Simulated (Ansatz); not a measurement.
Working through a comparison of dispersion corrections of BH₆SSbSi, SMILES SB[SiH2][SbH2]

With the Python package of Ansatz (0.2.0).

The script reads `bh6ssbsi.xyz`:
```text
10

S    -1.04870    0.24970   -2.04640
B    -1.11700   -0.70050   -0.46130
Si    0.51630   -1.06190    0.45430
Sb    1.72690    1.12630    1.08070
H    -1.22230    1.50310   -1.37850
H    -2.13650   -1.06710   -0.01520
H     1.46810   -1.83340   -0.40510
H     0.30560   -1.81670    1.68160
H     0.11500    1.82040    1.62550
H     1.47570    1.72890   -0.53280
```

Notebook, run cell by cell (the value of a cell's last expression is shown):

In [1]:
```python
import warnings

import ansatz as az
```

In [2]:
```python
params = {
    "basis_set": "def2-SVP",
}
```

In [3]:
```python
warnings.simplefilter("ignore", az.DeckWarning)
```

In [4]:
```python
mol = az.Crystal.molecule_from_extxyz("bh6ssbsi.xyz")
```

In [5]:
```python
model = mol.calculation().basis(gaussian=params["basis_set"])
for name in ["revpbe", "b3lyp"]:
    for correction in ("d3bj", "d4"):
        data = model.functional(name, dispersion=correction).run(threads=1, backend="cpu").report
        print(f"{name:8s} {correction:5s} total {data['free_energy_ev']:.5f} eV, of which dispersion {1000 * data['dispersion']['energy']['ev']:.2f} meV")
```
```text
revpbe   d3bj  total -26015.37334 eV, of which dispersion -684.04 meV
revpbe   d4    total -26015.43331 eV, of which dispersion -744.01 meV
b3lyp    d3bj  total -26021.20687 eV, of which dispersion -566.09 meV
b3lyp    d4    total -26021.12981 eV, of which dispersion -489.03 meV
```

Total energies depend on the basis set; only differences at equal settings carry meaning. The geometry is a force-field or estimated start, not a minimum of this method, and the basis set is short of its limit. D4 holds the three-body term, and d3bj doesn't. def2 sets replace the cores of elements past krypton by effective core potentials. b3lyp holds the VWN-RPA fit, as in Gaussian; the form of ORCA and Turbomole is b3lyp5. Hardware and time: 14 s on 1 thread of Arm Neoverse V2, with other jobs on the host, peak memory 0.29 GiB.
